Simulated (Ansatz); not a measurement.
# Cl2F2Ge: the cost of one run

All numbers below are computed with Ansatz 0.2.0 (RKS r2SCAN/def2-SVP).

## Step 1: The structure to begin with

Bond lengths: Ge1–Cl2 2.220 Å, Ge1–F3 1.680 Å, Ge1–Cl4 2.218 Å, Ge1–F5 1.679 Å. Angles: Cl2–Ge1–F3 109.4°, Cl2–Ge1–Cl4 109.5°, Cl2–Ge1–F5 109.5°, F3–Ge1–Cl4 109.5°, F3–Ge1–F5 109.5°, Cl4–Ge1–F5 109.5°.

Coordinates:

```xyz
5

Ge    0.0000    0.0000    0.0000
Cl    0.0000    0.0000    2.2200
F     1.5842    0.0000   -0.5594
Cl   -1.0456    1.8115   -0.7393
F    -0.7913   -1.3709   -0.5594
```

## Step 2: Preparing the start

The input, input.yaml:

```yaml
crystal:
  periodic: [false, false, false]
  atoms:
    - { symbol: Ge, position_ang: [0.0, 0.0, 0.0] }
    - { symbol: Cl, position_ang: [0.0, 0.0, 2.22] }
    - { symbol: F, position_ang: [1.5842, 0.0, -0.5594] }
    - { symbol: Cl, position_ang: [-1.0456, 1.8115, -0.7393] }
    - { symbol: F, position_ang: [-0.7913, -1.3709, -0.5594] }
basis:
  gaussian: { orbitals: def2-SVP }
hamiltonian:
  xc: r2scan
relax:
  f_tol: 0.02
  max_steps: 40
```

Run with:

```console
ansatz run input.yaml --threads 2 --pin off --max-ram 3072MiB --backend cpu --events-out ev --progress --plain --runs-dir out
```

What time and memory should one allow on 2 threads of Intel Xeon 6975P-C (Granite Rapids), shared host?

About 9.7 s, with a peak of 0.17 GiB.
